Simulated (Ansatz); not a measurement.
# H2SeS2 (SMILES S[Se]S): single points off equilibrium

How do the functionals fare away from a minimum? The structure is a structure displaced at random from a GFN2-xTB minimum.

The runs use Ansatz 0.2.0, Gaussian basis; single points in def2-TZVPP.

Correlated methods freeze the cores. Filled d shells of the heavier atoms are correlated.

## (1) The system as given

5 atoms, charge 0, spin multiplicity 1.

Atoms are counted from 1 here; the program's logs count them from 0.

Bond lengths: S1–Se2 2.242 Å, S1–H4 1.231 Å, Se2–S3 2.359 Å, S3–H5 1.465 Å. Angles: Se2–S1–H4 93.6°, S1–Se2–S3 104.4°, Se2–S3–H5 91.4°.

Geometry (Å):

```xyz
5
charge 0, multiplicity 1
S    -1.6751   -0.4281   -0.7525
Se   -0.4737    1.0404    0.4427
S     1.6519    0.0369    0.6363
H    -1.8832   -1.1623    0.2139
H     2.0628    0.5741   -0.6637
```

## (2) CCSD(T)/def2-TZVPP

Contents of run/in.yaml:

```yaml
crystal:
  periodic: [false, false, false]
  atoms:
    - {symbol: S, position_ang: [-1.675100, -0.428100, -0.752500]}
    - {symbol: Se, position_ang: [-0.473700, 1.040400, 0.442700]}
    - {symbol: S, position_ang: [1.651900, 0.036900, 0.636300]}
    - {symbol: H, position_ang: [-1.883200, -1.162300, 0.213900]}
    - {symbol: H, position_ang: [2.062800, 0.574100, -0.663700]}
basis:
  gaussian: {orbitals: def2-TZVPP}
correlation: {method: ccsd_t}
output: {forces: true}
```

No record of the launch command was kept for these runs.

## (3) PBE0-D4/def2-TZVPP

Edit run/in.yaml of step 2 so:

```diff
@@ -10,3 +10,3 @@
   gaussian: {orbitals: def2-TZVPP}
-correlation: {method: ccsd_t}
-output: {forces: true}
+hamiltonian: {xc: pbe0, dispersion: d4}
+output: {forces: true, orbitals: {seedname: orbitals}}
```

## (4) wB97M-V/def2-TZVPP

Edit run/in.yaml of step 3 so:

```diff
@@ -10,3 +10,3 @@
   gaussian: {orbitals: def2-TZVPP}
-hamiltonian: {xc: pbe0, dispersion: d4}
-output: {forces: true, orbitals: {seedname: orbitals}}
+hamiltonian: {xc: {name: wB97M-V}}
+output: {forces: true}
```

## (5) r2SCAN-D4/def2-TZVPP

Edit run/in.yaml of step 4 so:

```diff
@@ -10,3 +10,3 @@
   gaussian: {orbitals: def2-TZVPP}
-hamiltonian: {xc: {name: wB97M-V}}
+hamiltonian: {xc: r2scan, dispersion: d4}
 output: {forces: true}
```

## (6) PBE-D4/def2-TZVPP

Edit run/in.yaml of step 5 so:

```diff
@@ -10,3 +10,3 @@
   gaussian: {orbitals: def2-TZVPP}
-hamiltonian: {xc: r2scan, dispersion: d4}
+hamiltonian: {xc: pbe, dispersion: d4}
 output: {forces: true}
```

## (7) SPW92/def2-TZVPP

Edit run/in.yaml of step 6 so:

```diff
@@ -10,3 +10,3 @@
   gaussian: {orbitals: def2-TZVPP}
-hamiltonian: {xc: pbe, dispersion: d4}
+hamiltonian: {xc: lda}
 output: {forces: true}
```

## (8) wB97X-V/def2-TZVPP

Edit run/in.yaml of step 7 so:

```diff
@@ -10,3 +10,3 @@
   gaussian: {orbitals: def2-TZVPP}
-hamiltonian: {xc: lda}
+hamiltonian: {xc: {name: wB97X-V}}
 output: {forces: true}
```

(Steps that only read results are left out.)

**Question.** What will these runs give? Wanted: energy less free atoms, CCSD(T)/def2-TZVPP; RMS force component; RMS force error; HOMO and LUMO, PBE0-D4; T1 diagnostic.

**Answer**, as computed:

| quantity | value |
| --- | --- |
| energy less free atoms, CCSD(T)/def2-TZVPP | -270.9 kcal/mol |
| RMS force component | 1.748 to 1.867 eV/Å over the methods |
| RMS force error | PBE0-D4 0.132, wB97M-V 0.124, r2SCAN-D4 0.076, PBE-D4 0.207, SPW92 0.251, wB97X-V 0.201 eV/Å |
| HOMO and LUMO, PBE0-D4 | -7.19 and -2.33 eV |
| T1 diagnostic | 0.013 |

**Reading.** Against CCSD(T) the functionals' energies less atoms differ by -77.8 to -14.7 kcal/mol, PBE-D4 by -28.5 kcal/mol. A larger basis would deepen the CCSD(T) value, while the functionals are nearly converged already, so the order here is not reliable. On forces the order runs from r2SCAN-D4 to SPW92. Frozen-core CCSD(T) forces in triple zeta carry basis errors of their own, and this is one geometry, so small gaps rank nothing.
